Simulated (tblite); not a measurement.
# C7H12SSi: the cost of one run

The runs use tblite 0.8.0 and PySCF 2.14.0, with density-fitted response routines of our own; the level of theory stands in each step. All values are computed, except where a source is named. Atoms are numbered from 0 throughout.

**1. The starting structure**

21 atoms, charge 0, multiplicity 1; geometry from: force field or distance geometry start.

Bonds of the start (Å): C0–C1 1.30, C1–C2 1.45, C2–C3 1.45, C3–C4 1.30, C2–C5 1.50, C5–C6 1.32, C6–S7 1.81, S7–Si8 2.13, C0–H9 1.07, C0–H10 1.12, C1–H11 1.15, C2–H12 1.18, C3–H13 1.14, C4–H14 1.05, C4–H15 1.13, C5–H16 1.09, C6–H17 1.08, Si8–H18 1.46, Si8–H19 1.47, Si8–H20 1.49.

**2. Relaxing the molecule with GFN2-xTB**

The job: settings as JSON, then the geometry in Å.

```
{"job": {"kind": "relax", "xc": "GFN2-xTB", "basis": "xTB"}, "charge": 0, "multiplicity": 1}
C     -2.599000    -1.512800     0.465700
C     -1.775800    -0.922000    -0.349500
C     -0.946000     0.260000    -0.286700
C     -1.212100     1.301000     0.687300
C     -1.885100     1.367900     1.801500
C      0.514100    -0.069900    -0.410000
C      1.096100     0.112100    -1.582600
S      2.853900    -0.265500    -1.773500
Si     3.872800    -0.342600     0.097600
H     -2.935200    -1.245800     1.444200
H     -3.076900    -2.451700     0.085200
H     -1.658100    -1.502300    -1.329900
H     -1.223000     0.818800    -1.289800
H     -0.681200     2.281300     0.428800
H     -2.478000     0.666900     2.320100
H     -1.859700     2.371400     2.330200
H      1.026800    -0.432600     0.476700
H      0.587000     0.471900    -2.465400
H      3.529500    -1.530200     0.878800
H      5.312200    -0.278300    -0.192600
H      3.528800     0.919600     0.818100
```

The run is started by

```
> OMP_NUM_THREADS=1 python probes_run.py task.json out
```

One launch serves the whole session: the jobs run in the order shown.

Q: Estimate the wall time and peak memory of this first job on 1 thread of Arm Neoverse N1, shared host.

About 3.9 s, with a peak of 0.18 GiB.
